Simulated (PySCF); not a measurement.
# C₃H₄BrCl: a tour of settings

Which settings matter for C₃H₄BrCl (`Cl[C@@H]1C[C@@H]1Br`)?

Computed with PySCF 2.14.0, with density-fitted response routines of our own, on a single molecule in the gas phase. Atoms count from 0, in the outputs and in this text.

## Step 1: Starting geometry

9 atoms, charge 0, multiplicity 1; geometry from: GFN2-xTB.

Bonds of the start (Å): Cl0–C1 1.76, C1–C2 1.50, C2–C3 1.50, C3–Br4 1.92, C3–C1 1.50, C1–H5 1.08, C2–H6 1.08, C2–H7 1.08, C3–H8 1.08.

## Step 2: Shielding tensors: PBE0/pcSseg-1

What the job is given:

```
{"job": {"kind": "nmr", "xc": "PBE0", "basis": "pcSseg-1"}, "charge": 0, "multiplicity": 1}
Cl    -0.115969     1.972495    -1.101576
C     -0.606920     0.594034    -0.131278
C      0.362470     0.014392     0.852674
C      0.002060    -0.750244    -0.383141
Br     1.316315    -0.962493    -1.764137
H     -1.659138     0.642230     0.114946
H      1.346426     0.457255     0.895714
H     -0.007300    -0.332997     1.806321
H     -0.624383    -1.628678    -0.314701
```

With the program's defaults for keys left out, this is: GIAO PBE0/pcSseg-1 NMR shielding, non-relativistic, gas phase.

Started as:

```console
OMP_NUM_THREADS=1 python probes_run.py task.json out
```

The driver reads the jobs from task.json and runs them one after another.

The program printed:

```text
coarse grid: 39080 points
cycle   1  E = -3150.1189043824  dE = -5.183e-01  |g| = 7.151e-01  |ddm| = 2.885e+00
cycle   2  E = -3150.1215792238  dE = -2.675e-03  |g| = 4.228e-01  |ddm| = 6.275e-01
cycle   3  E = -3150.1394725198  dE = -1.789e-02  |g| = 1.556e-01  |ddm| = 4.585e-01
cycle   4  E = -3150.1448002876  dE = -5.328e-03  |g| = 4.575e-02  |ddm| = 1.726e-01
cycle   5  E = -3150.1451939407  dE = -3.937e-04  |g| = 7.400e-03  |ddm| = 4.486e-02
cycle   6  E = -3150.1452076151  dE = -1.367e-05  |g| = 1.886e-03  |ddm| = 1.043e-02
cycle   7  E = -3150.1452084653  dE = -8.502e-07  |g| = 4.897e-04  |ddm| = 2.242e-03
final grid: 79936 points
cycle   8  E = -3150.1452283191  dE =  3.094e-09  |g| = 5.823e-04  |ddm| = 1.541e-03
cycle   9  E = -3150.1452282734  dE =  4.565e-08  |g| = 7.415e-04  |ddm| = 1.233e-03
cycle  10  E = -3150.1452283912  dE = -1.178e-07  |g| = 6.681e-05  |ddm| = 6.504e-04
cycle  11  E = -3150.1452283920  dE = -8.731e-10  |g| = 5.586e-06  |ddm| = 6.733e-05
converged SCF energy = -3150.1452283920

GIAO shielding tensors (ppm)
atom      isotropic    diamagn.    paramagn.     s11        s22        s33       span
  0 Cl     818.799    1145.462    -326.663    642.286    739.215   1074.897    432.611
  1 C      145.604     247.783    -102.179    102.997    131.408    202.408     99.411
  2 C      164.640     248.679     -84.040    133.641    159.015    201.264     67.623
  3 C      147.686     247.098     -99.412    101.169    137.609    204.279    103.110
  4 Br    2232.049    3120.398    -888.349   1710.063   1974.733   3011.351   1301.287
  5 H       28.577      29.122      -0.545     20.677     26.642     38.413     17.736
  6 H       30.886      28.821       2.065     25.396     29.814     37.448     12.052
  7 H       30.319      29.375       0.943     24.918     25.492     40.546     15.628
  8 H       28.609      29.168      -0.559     19.957     26.735     39.136     19.179
```

Wall time 24 s (1 thread of Arm Neoverse N1, shared host); peak memory 0.66 GiB.

Shifts follow as δ = σ(reference) − σ, with reference shieldings (ppm) from runs at the same level and on the same kind of geometry: 1H TMS 31.72, 13C TMS 186.9, 35Cl HCl 950, 79Br HBr 2622. The references are single molecules in the gas phase.

| atoms | environment | σ (ppm) | δ (ppm) | δ scaled to CDCl3 |
| --- | --- | --- | --- | --- |
| C1 | three-membered-ring carbon bearing a halogen | 145.6 | 41.3 | 38.4 |
| C3 | three-membered-ring carbon bearing a halogen | 147.7 | 39.2 | 21.5 |
| C2 | three-membered-ring carbon | 164.6 | 22.3 | 19.8 |
| H5 | hydrogen on a three-membered-ring carbon bearing a halogen | 28.58 | 3.14 | 3.07 |
| H8 | hydrogen on a three-membered-ring carbon bearing a halogen | 28.61 | 3.11 | 3.04 |
| H7 | hydrogen on a three-membered-ring carbon | 30.32 | 1.40 | 1.42 |
| H6 | hydrogen on a three-membered-ring carbon | 30.89 | 0.83 | 0.89 |
| Cl0 | chlorine bonded to C | 819 | 131 | – |
| Br4 | bromine bonded to C | 2232 | 390 | – |

The scaled column applies a straight-line fit of computed shieldings to shifts measured in CDCl3, with any fitted terms for Cl, Br or S neighbours (root-mean-square error 0.16 ppm for H, 1.9 ppm for C).

The run also stored atomic charges by several schemes (e):

| atoms | Mulliken | IAO | Hirshfeld | ESP fit |
| --- | --- | --- | --- | --- |
| Cl0 | -0.07 | -0.06 | -0.05 | -0.08 |
| C1 | -0.18 | -0.14 | -0.02 | -0.13 |
| C2 | -0.11 | -0.29 | -0.09 | -0.30 |
| C3 | -0.21 | -0.19 | -0.04 | -0.26 |
| Br4 | -0.08 | -0.01 | -0.03 | -0.04 |

Mayer bond orders: Cl0–C1 1.04, C1–C2 0.92, C2–C3 0.91, C3–Br4 1.04, C3–C1 0.88.

Ring of atoms C1, C2, C3: NICS(0) -40.2, NICS(1) -8.5, NICS(1)zz -19.0 ppm (means of both faces).

The two faces differ (NICS(1)zz -13.3 and -24.6 ppm).

In rings of three or four atoms NICS is ruled by the nearby σ bonds, so it says little on aromaticity.

Orbitals, density, ELF and potential are computed afterwards from the orbital file.

Frontier orbitals at PBE0/pcSseg-1, with the share of their density that lies nearest to each atom:

| orbital | energy (eV) | lies on |
| --- | --- | --- |
| HOMO | -7.79 | Br4 67 %; C2, C3 about 8 % each |
| LUMO | -0.49 | Br4 37 %; C3 22 %; Cl0 14 % |

ELF in a plane through or near 3 of the atoms.

Values, 10 rows by 14 columns:
```
0.00 0.00 0.00 0.00 0.00 0.00 0.00 0.00 0.00 0.00 0.00 0.00 0.00 0.00
0.00 0.00 0.00 0.00 0.00 0.00 0.12 0.33 0.32 0.22 0.05 0.00 0.00 0.00
0.00 0.00 0.05 0.30 0.27 0.02 0.51 0.90 0.71 0.85 0.52 0.03 0.00 0.00
0.00 0.07 0.45 0.83 0.88 0.59 0.14 0.75 0.21 0.88 0.60 0.05 0.00 0.00
0.00 0.28 0.77 0.55 0.59 0.62 0.11 0.22 0.46 0.13 0.03 0.00 0.00 0.00
0.00 0.31 0.80 0.86 0.66 0.45 0.55 0.39 0.79 0.35 0.03 0.00 0.00 0.00
0.00 0.00 0.20 0.31 0.06 0.11 0.54 0.58 0.90 0.54 0.02 0.00 0.00 0.00
0.00 0.00 0.00 0.00 0.00 0.01 0.07 0.73 0.98 0.84 0.02 0.00 0.00 0.00
0.00 0.00 0.00 0.00 0.00 0.00 0.00 0.01 0.04 0.00 0.00 0.00 0.00 0.00
0.00 0.00 0.00 0.00 0.00 0.00 0.00 0.00 0.00 0.00 0.00 0.00 0.00 0.00
```
The map spans 9.7 Å across and 9.3 Å up, centred on the molecule. Atoms in the plane (x, y in Å): Cl0 (0.8, 2.0), C2 (0.3, -0.7), Br4 (-2.2, 0.7).

log10 of the density (e/Å³) in the same plane.

Ten even steps from ' ' (-4.0) to '@' (2.9):
```
                              ....                      
......                  ....::::::::......              
  ........          ..::::--------------::..            
  ............::::::::::--============----::..          
    ....::::------------==++++++++++++==----::..        
  ..::::----==========--==++**%%%%**++++==--::..        
  ..::--====++++++++======++++####**++++----::..        
..::----==++******++++======++++++++++==----....        
..::--==++++##@@%%**++======++++++====----::..          
..::----==++**##**++++++++++++++++====--::::..          
....----====++++++++++++++++++**++====--::::            
  ..::----============++++**####++====--::..            
    ..::::------------====++++**++++==--::..            
        ....::::::::----====++++++====--::..            
              ......::::----========----....            
                    ....::::::----::::....              
                        ......::::....                  
                                                        
                                                        
                                                        
```
The map spans 9.7 Å across and 9.3 Å up, centred on the molecule. Atoms in the plane (x, y in Å): Cl0 (0.8, 2.0), C2 (0.3, -0.7), Br4 (-2.2, 0.7).

On the surface of density 0.002 e/bohr³ the electrostatic potential runs, from the 1st to the 99th percentile, from -0.88 V near Cl0 to 1.38 V near H5.

## Step 3: Excited states and response: PBE0/def2-SVPD

Settings changed since step 2:

```diff
@@ -1,2 +1,2 @@
-{"job": {"kind": "nmr", "xc": "PBE0", "basis": "pcSseg-1"}, "charge": 0, "multiplicity": 1}
+{"job": {"kind": "uv", "xc": "PBE0", "basis": "def2-SVPD", "nstates": 6, "ntriplets": 2}, "charge": 0, "multiplicity": 1}
 Cl    -0.115969     1.972495    -1.101576
```

Level: TDDFT PBE0/def2-SVPD, vertical, gas phase, core orbitals frozen in the response.

The program printed:

```text
coarse grid: 39080 points
cycle   1  E = -3149.9149284413  dE = -4.183e-01  |g| = 2.554e-01  |ddm| = 4.522e+00
cycle   2  E = -3149.9124295065  dE =  2.499e-03  |g| = 2.814e-01  |ddm| = 1.227e+00
cycle   3  E = -3149.9320032505  dE = -1.957e-02  |g| = 6.037e-02  |ddm| = 5.786e-01
cycle   4  E = -3149.9327886304  dE = -7.854e-04  |g| = 1.852e-02  |ddm| = 1.010e-01
cycle   5  E = -3149.9328678424  dE = -7.921e-05  |g| = 5.438e-03  |ddm| = 4.083e-02
cycle   6  E = -3149.9328758798  dE = -8.037e-06  |g| = 1.273e-03  |ddm| = 1.221e-02
final grid: 79936 points
cycle   7  E = -3149.9328701860  dE =  1.829e-07  |g| = 1.553e-03  |ddm| = 6.568e-03
cycle   8  E = -3149.9328696625  dE =  5.235e-07  |g| = 2.104e-03  |ddm| = 5.963e-03
cycle   9  E = -3149.9328708204  dE = -1.158e-06  |g| = 1.854e-04  |ddm| = 3.342e-03
cycle  10  E = -3149.9328708293  dE = -8.940e-09  |g| = 2.871e-05  |ddm| = 3.330e-04
cycle  11  E = -3149.9328708295  dE = -1.937e-10  |g| = 3.650e-06  |ddm| = 5.159e-05
converged SCF energy = -3149.9328708295

Static polarisability (au): isotropic 68.455, principal 57.381 70.408 77.575

Singlet excitations
state   eV       nm        f      main configurations
  1   5.6242    220.4   0.00090   H->L 0.97
  2   5.7639    215.1   0.00130   H-1->L 0.96
  3   6.3155    196.3   0.00359   H-2->L 0.95
  4   6.9057    179.5   0.00077   H-3->L 0.87
  5   7.2687    170.6   0.01220   H->L+1 0.91
  6   7.3910    167.8   0.00999   H-1->L+1 0.91

Triplet excitations (Tamm-Dancoff, eV): 5.0218 5.2131
```

Run time: 30 s. Hardware: 1 thread of Arm Neoverse N1, shared host; peak memory 0.65 GiB.

Frontier orbitals and where they lie:

| orbital | eV | atoms |
| --- | --- | --- |
| HOMO−3 | -9.05 | Cl0 57 %, Br4 22 %, C1 8 % |
| HOMO−2 | -8.42 | Cl0 54 %, Br4 24 %, C1 8 % |
| HOMO−1 | -7.95 | Br4 52 %, Cl0 20 %, C1 11 % |
| HOMO | -7.84 | Br4 64 %, C3 13 %, C2 9 % |
| LUMO | -0.69 | Br4 44 %, C3 20 %, Cl0 15 % |
| LUMO+1 | 0.56 | Br4 18 %, H8 16 %, C3 12 % |
| LUMO+2 | 0.85 | Cl0 42 %, Br4 17 %, C1 15 % |

With each of the 6 states as a Gaussian band of 0.4 eV half-width at 1/e, the curve within the window shown has maxima at 197 nm (ε 160), 169 nm (ε 890) L/(mol cm). Beyond the last state computed it falls off for lack of states. The curve at chosen wavelengths:

nm, ε (L/mol/cm) and a bar:
```
      161        393 #############
      164        648 ######################
      168        874 ##############################
      171        860 #############################
      175        640 ######################
      178        436 ###############
      181        276 #########
      185        165 ######
      188        143 #####
      192        151 #####
      195        159 #####
      198        160 #####
      202        148 #####
      205        136 ####
      209        122 ####
      212        114 ####
      215        106 ###
      219         95 ###
      222         83 ###
      226         66 ##
      229         52 ##
      232         39 #
      236         25 #
      239         17 
      243         10 
      246          6
```

Leading natural transition orbitals of singlet state 5: the hole lies on Br4 65 %; C3 11 %; C2 8 %; the particle on H8 38 %; H5, H7 about 14 % each; Br4 11 %.

Leading natural transition orbitals of singlet state 1: the hole lies on Br4 68 %; C3 10 %; C2 7 %; the particle on Br4 44 %; C3 23 %; Cl0 11 %.

Further results of this job:

| property | computed |
| --- | --- |
| dipole moment (D) | 2.71 |
| polarisability (Å³) | 10.14 |
| HOMO–LUMO gap (eV) | 7.15 |
| −ε(HOMO) (eV) | 7.84 |

## Step 4: Shielding tensors: PBE0/pcSseg-1

Settings changed since step 3:

```diff
@@ -1,2 +1,2 @@
-{"job": {"kind": "uv", "xc": "PBE0", "basis": "def2-SVPD", "nstates": 6, "ntriplets": 2}, "charge": 0, "multiplicity": 1}
+{"job": {"kind": "nmr", "xc": "PBE0", "basis": "pcSseg-1", "pop": false, "scf": {"conv": 0.1, "max_cycle": 99}}, "charge": 0, "multiplicity": 1}
 Cl    -0.115969     1.972495    -1.101576
```

Method: GIAO PBE0/pcSseg-1 NMR shielding, non-relativistic, gas phase.

The program printed:

```text
final grid: 79936 points
cycle   1  E = -3150.1189225758  dE = -5.183e-01  |g| = 7.151e-01  |ddm| = 2.885e+00
cycle   2  E = -3150.1215872274  dE = -2.665e-03  |g| = 4.228e-01  |ddm| = 6.276e-01
cycle   3  E = -3150.1394872206  dE = -1.790e-02  |g| = 1.557e-01  |ddm| = 4.587e-01
converged SCF energy = -3150.1394872206

GIAO shielding tensors (ppm)
atom      isotropic    diamagn.    paramagn.     s11        s22        s33       span
  0 Cl     874.036    1146.473    -272.437    724.573    815.205   1082.330    357.757
  1 C      160.043     245.584     -85.541    114.105    144.253    221.771    107.666
  2 C      166.929     250.353     -83.423    139.427    154.149    207.212     67.786
  3 C      163.836     245.160     -81.324    115.526    151.778    224.203    108.677
  4 Br    2388.334    3120.367    -732.033   1937.626   2211.876   3015.500   1077.874
  5 H       28.699      29.295      -0.596     20.076     26.025     39.996     19.920
  6 H       30.467      28.972       1.495     24.789     29.385     37.227     12.437
  7 H       30.077      29.489       0.587     24.520     25.219     40.491     15.971
  8 H       28.836      29.335      -0.498     19.441     26.183     40.885     21.444
```

Run time: 12 s. Hardware: 1 thread of Arm Neoverse N1, shared host; peak memory 0.83 GiB.

It converged, yet the result is unsound: the SCF threshold of 0.1 Eh is far too loose. Its shieldings differ from those of step 2 (PBE0/pcSseg-1) by up to 156 ppm (Br4).

## Step 5: NMR shieldings: BP86/3-21G

Settings changed since step 4:

```diff
@@ -1,2 +1,2 @@
-{"job": {"kind": "nmr", "xc": "PBE0", "basis": "pcSseg-1", "pop": false, "scf": {"conv": 0.1, "max_cycle": 99}}, "charge": 0, "multiplicity": 1}
+{"job": {"kind": "nmr", "xc": "BP86", "basis": "3-21G", "pop": true}, "charge": 0, "multiplicity": 1}
 Cl    -0.115969     1.972495    -1.101576
```

Level: GIAO BP86/3-21G NMR shielding, non-relativistic, gas phase.

The program printed:

```text
coarse grid: 39080 points
cycle   1  E = -3136.0656982772  dE = -2.395e+00  |g| = 2.873e-01  |ddm| = 3.307e+00
cycle   2  E = -3136.0557867988  dE =  9.911e-03  |g| = 3.556e-01  |ddm| = 1.033e+00
cycle   3  E = -3136.0889340651  dE = -3.315e-02  |g| = 8.204e-02  |ddm| = 5.715e-01
cycle   4  E = -3136.0906320640  dE = -1.698e-03  |g| = 1.579e-02  |ddm| = 1.238e-01
cycle   5  E = -3136.0906870350  dE = -5.497e-05  |g| = 7.481e-03  |ddm| = 4.033e-02
cycle   6  E = -3136.0907029836  dE = -1.595e-05  |g| = 9.605e-04  |ddm| = 1.274e-02
cycle   7  E = -3136.0907032274  dE = -2.438e-07  |g| = 4.096e-04  |ddm| = 2.165e-03
final grid: 79936 points
cycle   8  E = -3136.0907227552  dE =  4.775e-08  |g| = 7.018e-04  |ddm| = 1.721e-03
cycle   9  E = -3136.0907224694  dE =  2.858e-07  |g| = 1.232e-03  |ddm| = 2.359e-03
cycle  10  E = -3136.0907228648  dE = -3.954e-07  |g| = 5.804e-05  |ddm| = 1.477e-03
cycle  11  E = -3136.0907228605  dE =  4.378e-09  |g| = 9.518e-06  |ddm| = 1.100e-04
cycle  12  E = -3136.0907228605  dE = -2.183e-11  |g| = 2.187e-06  |ddm| = 1.853e-05
converged SCF energy = -3136.0907228605

GIAO shielding tensors (ppm)
atom      isotropic    diamagn.    paramagn.     s11        s22        s33       span
  0 Cl     845.778    1139.223    -293.444    698.948    761.266   1077.120    378.172
  1 C      166.110     250.629     -84.519    127.514    157.095    213.722     86.208
  2 C      183.519     248.567     -65.048    158.912    181.987    209.656     50.744
  3 C      170.769     250.118     -79.349    130.651    166.681    214.976     84.325
  4 Br    2298.704    3106.570    -807.866   1830.365   2049.923   3015.825   1185.460
  5 H       30.093      30.776      -0.682     22.062     28.330     39.887     17.825
  6 H       32.394      29.630       2.764     27.433     30.754     38.995     11.562
  7 H       31.452      30.410       1.042     26.115     26.816     41.425     15.310
  8 H       30.365      30.837      -0.473     21.734     28.547     40.814     19.080
```

It took 11 s on 1 thread of Arm Neoverse N1, shared host; peak memory 0.37 GiB.

Key values: σ C1 166.1, C3 170.8, C2 183.5, Cl0 846, H5 30.09, H8 30.36 ppm.

## Step 6: NMR shieldings: BP86/pcSseg-1

Settings changed since step 5:

```diff
@@ -1,2 +1,2 @@
-{"job": {"kind": "nmr", "xc": "BP86", "basis": "3-21G", "pop": true}, "charge": 0, "multiplicity": 1}
+{"job": {"kind": "nmr", "xc": "BP86", "basis": "pcSseg-1", "pop": true}, "charge": 0, "multiplicity": 1}
 Cl    -0.115969     1.972495    -1.101576
```

Method: GIAO BP86/pcSseg-1 NMR shielding, non-relativistic, gas phase.

The program printed:

```text
coarse grid: 39080 points
cycle   1  E = -3151.0260170539  dE = -6.469e-01  |g| = 8.695e-01  |ddm| = 2.946e+00
cycle   2  E = -3151.0075656993  dE =  1.845e-02  |g| = 6.569e-01  |ddm| = 7.310e-01
cycle   3  E = -3151.0487268517  dE = -4.116e-02  |g| = 2.546e-01  |ddm| = 6.637e-01
cycle   4  E = -3151.0628400649  dE = -1.411e-02  |g| = 7.508e-02  |ddm| = 3.349e-01
cycle   5  E = -3151.0641821518  dE = -1.342e-03  |g| = 2.544e-02  |ddm| = 1.051e-01
cycle   6  E = -3151.0643364841  dE = -1.543e-04  |g| = 4.797e-03  |ddm| = 2.727e-02
cycle   7  E = -3151.0643415651  dE = -5.081e-06  |g| = 1.073e-03  |ddm| = 6.127e-03
final grid: 79936 points
cycle   8  E = -3151.0643506286  dE =  4.033e-07  |g| = 1.728e-03  |ddm| = 4.293e-03
cycle   9  E = -3151.0643492803  dE =  1.348e-06  |g| = 2.990e-03  |ddm| = 5.961e-03
cycle  10  E = -3151.0643513257  dE = -2.045e-06  |g| = 4.593e-04  |ddm| = 3.582e-03
cycle  11  E = -3151.0643513786  dE = -5.298e-08  |g| = 4.498e-05  |ddm| = 5.545e-04
cycle  12  E = -3151.0643513792  dE = -5.302e-10  |g| = 1.691e-05  |ddm| = 6.826e-05
converged SCF energy = -3151.0643513792

GIAO shielding tensors (ppm)
atom      isotropic    diamagn.    paramagn.     s11        s22        s33       span
  0 Cl     787.251    1145.772    -358.520    599.904    698.048   1063.803    463.899
  1 C      137.403     248.556    -111.153     93.601    123.085    195.522    101.922
  2 C      158.629     249.017     -90.388    127.556    152.914    195.415     67.859
  3 C      138.943     247.917    -108.974     90.610    128.906    197.314    106.704
  4 Br    2144.665    3120.410    -975.745   1578.081   1863.352   2992.561   1414.480
  5 H       28.482      29.347      -0.865     20.738     26.840     37.869     17.131
  6 H       30.955      29.135       1.820     25.682     30.125     37.058     11.376
  7 H       30.311      29.540       0.771     25.059     25.814     40.059     15.000
  8 H       28.487      29.420      -0.933     20.025     26.862     38.573     18.548
```

Run time: 26 s. Hardware: 1 thread of Arm Neoverse N1, shared host; peak memory 0.63 GiB.

In short: σ C1 137.4, C3 138.9, C2 158.6, Cl0 787, H5 28.48, H8 28.49 ppm.

## Step 7: Comparing the runs: NMR shifts

Shifts (ppm), with basis size and wall time:

| run | C1 | C3 | C2 | H5 | H8 | H7 | H6 | functions | time |
| --- | --- | --- | --- | --- | --- | --- | --- | --- | --- |
| PBE0/pcSseg-1 | 41.3 | 39.2 | 22.3 | 3.14 | 3.11 | 1.40 | 0.83 | 136 | 24 s |
| BP86/3-21G | 39.4 | 34.7 | 22.0 | 3.07 | 2.80 | 1.71 | 0.77 | 70 | 11 s |
| BP86/pcSseg-1 | 44.9 | 43.4 | 23.7 | 3.22 | 3.22 | 1.40 | 0.75 | 136 | 26 s |

## Step 8: What came out

| quantity | value |
| --- | --- |
| 13C shifts against TMS (PBE0/pcSseg-1) | 41.3, 39.2, 22.3 ppm |
| 1H shifts against TMS (PBE0/pcSseg-1) | 3.14, 3.11, 1.40, 0.83 ppm |
| 35Cl shifts against HCl (PBE0/pcSseg-1) | 131 ppm |
| 79Br shifts against HBr (PBE0/pcSseg-1) | 390 ppm |
| surface potential, 1st and 99th percentile | -0.88 V and 1.38 V |
| lowest singlet (PBE0/def2-SVPD) | 5.62 eV (220 nm), f = 0.001 |
| brightest single state of those computed | state 5, 7.27 eV, f = 0.012 |
| lowest triplet | 5.02 eV |
| range of the shift of C3 | 34.7 to 43.4 ppm |
| property runs in this session | 5, of which 0 failed and 1 gave unsound results |

**Reading.** Single values in the summary come from the first run of each kind that ended normally (PBE0/pcSseg-1; PBE0/def2-SVPD), which need not be the best level. C3 stands next to heavy halogen, whose spin-orbit shielding this run leaves out, so the computed shift lies too far downfield, most of all for carbon beside Br or I. At PBE0/pcSseg-1: The largest span, 1301 ppm, is at Br4, where the paramagnetic term is -888 ppm. By nearest atom (PBE0/pcSseg-1), the HOMO sits on Br4 67 %; C2, C3 about 8 % each and the LUMO on Br4 37 %; C3 22 %. The first singlet state (HOMO→LUMO 0.97) lies at 5.62 eV and is dark; of the 6 states computed, the strongest absorption comes from state 5 at 7.27 eV. The lowest triplet lies 0.60 eV below the lowest singlet (triplets in Tamm-Dancoff, singlets in full TDDFT). Among the atoms with a shift in every run: In ppm, C3 moves most: its shift spreads over 8.6 ppm, from 34.7 (BP86/3-21G) to 43.4 (BP86/pcSseg-1). Spin-orbit coupling is left out, which matters for shieldings and couplings at and beside the heavy atoms.
